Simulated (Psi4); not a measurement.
# SiNH2F2 (SMILES [NH][SiH](F)F): UB2PLYP/def2-SVPD (density fitting for correlation)

What is the energy change on altering one bond length of SiNH2F2 at UB2PLYP/def2-SVPD (density fitting for correlation)? 

The calculation is run with Psi4 1.11.

2 further runs of the same task are left out: 2 set aside as unsound or not needed.

### 1 The system as given

SiNH2F2 has 6 atoms, charge 0, and is taken as a doublet. As SMILES, `[NH][SiH](F)F`. The coordinates come from a PBE0-D4/def2-TZVP relaxation. This is one conformer, not always the lowest.

Bond lengths: N1–Si2 1.727 Å, Si2–F3 1.580 Å, Si2–F4 1.587 Å, N1–H5 1.021 Å, Si2–H6 1.473 Å. Angles: N1–Si2–F3 107.9°, N1–Si2–F4 114.0°, F3–Si2–F4 106.4°, N1–Si2–H6 109.2°, F3–Si2–H6 109.9°, F4–Si2–H6 109.3°, Si2–N1–H5 116.5°.

### 2 The energy at UB2PLYP/def2-SVPD (density fitting for correlation)

File job.dat:

```
memory 2200 MB

molecule system {
  0 2
  N     -0.025400     1.001700    -0.903700
  Si     0.188000    -0.244900     0.273000
  F      1.578700    -0.941400    -0.004700
  F     -0.908600    -1.390200     0.207400
  H     -0.977800     1.156700    -1.236500
  H      0.187200     0.354100     1.618300
  units angstrom
  symmetry c1
  no_reorient
  no_com
}

set {
  reference uks
  puream true
  e_convergence 1e-09
  d_convergence 1e-08
  scf_type pk
  dft_radial_points 99
  dft_spherical_points 590
  num_frozen_docc 8
  maxiter 100
}

energy_value, wavefunction = energy('b2plyp/def2-SVPD', return_wfn=True)
```

Run with:

```sh
psi4 -i job.dat -o job.out -n 1
```

job.out:

```text
[...]
  Running in c1 symmetry.
[...]
  Nuclear repulsion =  175.745953143268281
[...]
  Multiplicity = 2
[...]
  Nalpha       = 21
  Nbeta        = 20
[...]
    Number of basis functions: 106
[...]
   @UKS iter   1:  -544.26042726691821   -6.26162e-01   5.60734e-03 DIIS/ADIIS
[...]
   @UKS iter  17:  -544.41538168994600   -3.52429e-12   7.34718e-09 DIIS
[...]
   @S^2 Observed:                7.547376426E-01
[...]
    Orbital Energies [Eh]
    ---------------------
    Alpha Occupied:
       1A    -67.338637     2A    -25.381865     3A    -25.378571
       4A    -14.897915     5A     -5.735279     6A     -3.995660
       7A     -3.993933     8A     -3.991894     9A     -1.372071
      10A     -1.350863    11A     -0.993618    12A     -0.682164
      13A     -0.612123    14A     -0.594110    15A     -0.587566
      16A     -0.554185    17A     -0.543196    18A     -0.531507
      19A     -0.474953    20A     -0.426302    21A     -0.405127
    Alpha Virtual:
      22A      0.042459    23A      0.071344    24A      0.076723
      25A      0.098067    26A      0.130123    27A      0.142140
[...]
  @UKS Final Energy:  -544.41538168994600
   => Energetics <=
    Nuclear Repulsion Energy =            175.7459531432682809
    One-Electron Energy =               -1104.2515369850329989
    Two-Electron Energy =                 407.7757829482156922
    DFT Exchange-Correlation Energy =     -23.6855807963969021
    Empirical Dispersion Energy =           0.0000000000000000
    VV10 Nonlocal Energy =                  0.0000000000000000
    Total Energy =                       -544.4153816899460026
[...]
 Multipole Moments:
 ------------------------------------------------------------------------------------
     Multipole            Electronic (a.u.)      Nuclear  (a.u.)        Total (a.u.)
 ------------------------------------------------------------------------------------
 L = 1.  Multiply by 2.5417464519 to convert [e a0] to [Debye]
 Dipole X            :        -15.1696949           14.5404977           -0.6291972
 Dipole Y            :         30.4828810          -30.0283151            0.4545660
 Dipole Z            :          0.7083295           -0.5627604            0.1455690
 Magnitude           :                                                    0.7897529
[...]
```

It took 43 s on 1 thread of Intel Xeon Platinum 8259CL at 2.50GHz (Skylake/Cascade Lake), shared host; peak memory 0.91 GiB.

### 3 The distorted shape

File input.inp:

```
memory 2200 mb

molecule molecule1 {
  0 2
  N     -0.442567     1.210628    -0.820399
  Si    -0.229167    -0.035972     0.356301
  F      1.578700    -0.941400    -0.004700
  F     -1.325767    -1.181272     0.290701
  H     -1.394967     1.365628    -1.153199
  H     -0.229967     0.563028     1.701601
  units angstrom
  symmetry c1
}

set {
  basis                def2-SVPD
  reference            uks
  puream               true
  e_convergence        1e-09
  d_convergence        1e-08
  scf_type             pk
  dft_radial_points    99
  dft_spherical_points 590
  num_frozen_docc      8
  maxiter              100
}

result, w = energy("b2plyp", return_wfn=True)
print_variables()
```

Run with:

```sh
psi4 -n 1 input.inp input.out
```

input.out:

```text
[...]
  Running in c1 symmetry.
[...]
  Nuclear repulsion =  161.757783577090095
[...]
  Multiplicity = 2
[...]
  Nalpha       = 21
  Nbeta        = 20
[...]
    Number of basis functions: 106
[...]
   @UKS iter   1:  -544.17256180166271   -8.73949e-01   5.98855e-03 ADIIS/DIIS
[...]
   @UKS iter  18:  -544.35156434002715   -1.25056e-12   7.49171e-09 DIIS
[...]
   @S^2 Observed:                7.549556777E-01
[...]
    Orbital Energies [Eh]
    ---------------------
    Alpha Occupied:
       1A    -67.384492     2A    -25.408694     3A    -25.317549
       4A    -14.922739     5A     -5.775072     6A     -4.035204
       7A     -4.033548     8A     -4.031835     9A     -1.386884
      10A     -1.232592    11A     -1.016583    12A     -0.687680
      13A     -0.609985    14A     -0.594715    15A     -0.586967
      16A     -0.517977    17A     -0.490385    18A     -0.455572
      19A     -0.452734    20A     -0.442620    21A     -0.426539
    Alpha Virtual:
      22A      0.007240    23A      0.031478    24A      0.056215
      25A      0.077305    26A      0.116575    27A      0.132206
[...]
  @UKS Final Energy:  -544.35156434002715
   => Energetics <=
    Nuclear Repulsion Energy =            161.7577835770900947
    One-Electron Energy =               -1076.2828670186906947
    Two-Electron Energy =                 393.7927304454607906
    DFT Exchange-Correlation Energy =     -23.6192113438874145
    Empirical Dispersion Energy =           0.0000000000000000
    VV10 Nonlocal Energy =                  0.0000000000000000
    Total Energy =                       -544.3515643400271529
[...]
 Multipole Moments:
 ------------------------------------------------------------------------------------
     Multipole            Electronic (a.u.)      Nuclear  (a.u.)        Total (a.u.)
 ------------------------------------------------------------------------------------
 L = 1.  Multiply by 2.5417464519 to convert [e a0] to [Debye]
 Dipole X            :          0.3409627           -1.7648215           -1.4238588
 Dipole Y            :         -2.9149540            3.8081377            0.8931837
 Dipole Z            :          0.0375840            0.2540723            0.2916563
 Magnitude           :                                                    1.7059350
[...]
```

It took 44 s on 1 thread of Intel Xeon Platinum 8259CL at 2.50GHz (Skylake/Cascade Lake), shared host; peak memory 0.91 GiB.

### 4 Outcome

Level: UB2PLYP/def2-SVPD (density fitting for correlation), 8 core orbitals frozen.

```
                                                                 quantity          value
                                                first shape: total energy  -544.61915 Eh
    first shape: HOMO energy (SCF part's orbitals) (highest over α and β)      -10.32 eV
     first shape: LUMO energy (SCF part's orbitals) (lowest over α and β)       -2.38 eV
                                                        first shape: ⟨S²⟩          0.755
                                            distorted shape: total energy  -544.56331 Eh
distorted shape: HOMO energy (SCF part's orbitals) (highest over α and β)      -10.90 eV
 distorted shape: LUMO energy (SCF part's orbitals) (lowest over α and β)       -3.04 eV
                                                    distorted shape: ⟨S²⟩          0.755
       energy change with the Si2–F3 bond stretched from 1.580 to 2.054 Å       1.519 eV
```

With the Si2–F3 bond stretched from 1.580 to 2.054 Å the energy rises by 1.52 eV (147 kJ/mol). The first shape isn't relaxed at this level, so the change isn't measured from a minimum.
